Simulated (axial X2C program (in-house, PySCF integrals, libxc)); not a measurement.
# MoOH⁺: bond lengths and stretches, held linear

One table from this session's results is given with a row withheld; the runs are named, their logs left out.

The runs use an in-house X2C program for linear molecules on PySCF integrals; all-electron X2C, two-component (2c) or spin-free, Mo dyall-v3z, O dyall-av3z, H dyall-v3z.

All values are calculated.

2 further runs of the same task are left out: 2 set aside as unsound or not needed.

Set-up of the first run:

task.json reads:

```json
{"zs": [42, 8, 1], "q": 1, "bas": ["dyall-v3z", "dyall-av3z", "dyall-v3z"], "r0": [2.01, 0.96], "symm": 0, "scan": ["PBE0", "HF", "B3LYP"], "levels": ["PBE0", "HF", "B3LYP"], "nst": 2}
```

Keys: zs atomic numbers; q charge; bas basis sets; r0 starting distance in Å; symm equal bonds; scan levels of the two-bond scan (MP2 follows by itself at each HF point); levels methods; nst determinants followed.

The run is started by

```
$ python solin.py task.json out
```

Masses Mo 97.905, O 15.995, H 1.008 u.

Among the steps run: Scan at PBE0, 2c; Scan at HF, 2c; Scan at B3LYP, 2c.

One of the session's tables, all rows but one given; the rest of the session is left out.

```
           level  r(Mo–O) (Å)  r(O–H) (Å)  lower stretch (cm⁻¹)  upper stretch (cm⁻¹)
        PBE0, 2c        1.801       0.964                 772.9                3819.3
          HF, 2c        1.841       0.941                 737.3                4097.4
       B3LYP, 2c        1.813       0.967                 765.4                3767.0
         MP2, 2c        1.793       0.970                 792.8                3757.5
 PBE0, spin-free        1.802       0.964                 771.8                3818.5
   HF, spin-free        1.842       0.941                 736.8                4096.6
B3LYP, spin-free        1.814       0.967                 764.7                3766.4
  MP2, spin-free            ?           ?                     ?                     ?
```

Q: Estimate the row for MP2, spin-free from the others.

As computed: r(Mo–O) (Å): 1.793; r(O–H) (Å): 0.970; lower stretch (cm⁻¹): 792.3; upper stretch (cm⁻¹): 3756.9.

Scans not shown above were run alike.

To keep in mind: The molecule was held linear; bending was not examined, so a bent shape may lie lower. Note: functional without a current term on a determinant with orbital currents, of the molecule or an atom.
